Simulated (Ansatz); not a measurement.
**GeH2F (SMILES [F][GeH2]): UCCSD(T)/STO-3G**

Aim: the energy change on altering one bond length of GeH2F at UCCSD(T)/STO-3G, from 2 runs. 

The results are computed with Ansatz 0.2.0.

61 further runs of the same task are left out: 18 that didn't finish, 43 set aside as unsound or not needed.

### 1 The structure to begin with

GeH2F: 4 atoms, total charge 0, spin state doublet. As SMILES, `[F][GeH2]`. The coordinates come from a PBE0-D4/def2-TZVP relaxation.

Bond lengths: F1–Ge2 1.745 Å, Ge2–H3 1.549 Å, Ge2–H4 1.549 Å. Angles: F1–Ge2–H3 105.4°, F1–Ge2–H4 105.4°, H3–Ge2–H4 113.3°.

### 2 The energy at UCCSD(T)/STO-3G

The input, job.yaml:

```yaml
crystal:
  periodic: [false, false, false]
  atoms:
    - symbol: F
      position_ang: [0.138200, -0.585400, 1.442000]
    - symbol: Ge
      position_ang: [0.305700, -0.223200, -0.257100]
    - symbol: H
      position_ang: [-1.078800, -0.527800, -0.882000]
    - symbol: H
      position_ang: [0.690400, 1.276000, -0.323100]
basis:
  gaussian:
    orbitals: STO-3G
magnetization:
  spin_polarized: true
  initial_magnetization: 1
correlation:
  method: ccsd_t
  frozen_orbitals: {F: 1, Ge: 9, H: 0}
accuracy: high
scf:
  omitted_lower_state_checks: [cluster_reference, increment]
```

Started as:

```bash
$ ansatz run job.yaml --threads 1 --pin off --max-ram 2610MiB --events-out events.jsonl --progress --plain --runs-dir runs
```

What it wrote (excerpt; [...] marks lines left out):

```text
Warning: RAYON_NUM_THREADS=1 ignored (pool sized by the plan → 1); use --threads N
Functional definition: HF
  name "HF"
[...]
357 factors; integrals over basis functions are off by at most 4.5e-9 eV
[...]
mean field -58529.08728501 eV, -2150.9042852837 hartree, gradient 2.8e-8 eV, S^2 0.752723; 0 other end points of the search recorded, 0 dependent functions left out
10 core orbitals not correlated: weight in the atoms' cores, before any rotation towards them, 1.000 or more for the frozen orbitals, at most 0.000 for the correlated occupied ones
reference -58529.08728501 eV, -2150.9042852837 hartree; 12, 11 occupied and 3, 4 virtual orbitals, 357 factors
second order -1.31310117 eV of doubles, -0.00000000 eV of singles
cycle   1  -1.61066757 eV  change   -3.0e-1 eV  update   7.1e-2
[...]
cycle  23  -1.85521019 eV  change   -1.2e-9 eV  update   2.0e-9
perturbative correction -0.07121566 eV, -0.0026171272 hartree
Total energy: -58531.01371085 eV, -2150.9750801278 hartree
Checks for a lower state left out: cluster_reference, increment
```

Wall time 0.44 s (1 thread of Arm Neoverse V1, shared host).

### 3 The distorted shape

The input, run.yaml:

```yaml
basis:
  gaussian: {orbitals: STO-3G}
crystal:
  periodic: [false, false, false]
  atoms:
    - {symbol: F, position_ang: [0.096322, -0.675957, 1.866808]}
    - {symbol: Ge, position_ang: [0.305700, -0.223200, -0.257100]}
    - {symbol: H, position_ang: [-1.078800, -0.527800, -0.882000]}
    - {symbol: H, position_ang: [0.690400, 1.276000, -0.323100]}
magnetization: {spin_polarized: true, initial_magnetization: 1}
scf: {omitted_lower_state_checks: [cluster_reference, increment]}
accuracy: high
correlation: {method: ccsd_t, frozen_orbitals: {F: 1, Ge: 9, H: 0}}
```

Started as:

```bash
$ ansatz run run.yaml --threads 1 --pin off --max-ram 2610MiB --events-out events.jsonl --progress --plain --runs-dir runs
```

What it wrote:

```text
Warning: RAYON_NUM_THREADS=1 ignored (pool sized by the plan → 1); use --threads N
[... 14 lines left out ...]
10 core orbitals not correlated: weight in the atoms' cores, before any rotation towards them, 1.000 or more for the frozen orbitals, at most 0.000 for the correlated occupied ones
[... 40 lines left out ...]
Total energy: -58529.60898133 eV, -2150.9234572700 hartree
Checks for a lower state left out: cluster_reference, increment
```

Wall time 0.91 s (1 thread of Arm Neoverse V1, shared host).

### 4 Results

Level: UCCSD(T)/STO-3G, 10 core orbitals frozen.

| quantity | value |
| --- | --- |
| first shape: total energy | -2150.97508 Eh |
| first shape: correlation energy (10 core orbitals frozen) | -70.8 mEh |
| first shape: (T) correction | -2.62 mEh |
| first shape: ⟨S²⟩ of the reference determinant | 0.753 |
| first shape: T1 diagnostic | 0.014 |
| distorted shape: total energy | -2150.92346 Eh |
| distorted shape: correlation energy (10 core orbitals frozen) | -84.9 mEh |
| distorted shape: (T) correction | -1.55 mEh |
| distorted shape: ⟨S²⟩ of the reference determinant | 1.046 |
| distorted shape: T1 diagnostic | 0.054 |
| energy change with the F1–Ge2 bond stretched from 1.745 to 2.182 Å | 1.405 eV |

What this shows: With the F1–Ge2 bond stretched from 1.745 to 2.182 Å the energy rises by 1.40 eV (32 kcal/mol). The first shape isn't relaxed at this level, so the change isn't measured from a minimum. The minimal basis adds a large error of its own. The triples (first shape) make up 3.7 % of the correlation energy. ⟨S²⟩ (distorted shape) is 1.05 where a pure doublet has 0.75: the reference is spin-contaminated. The T1 diagnostic (distorted shape) of 0.054 is above the customary mark for such species, so a single reference may not serve. The triples (distorted shape) make up 1.8 % of the correlation energy.
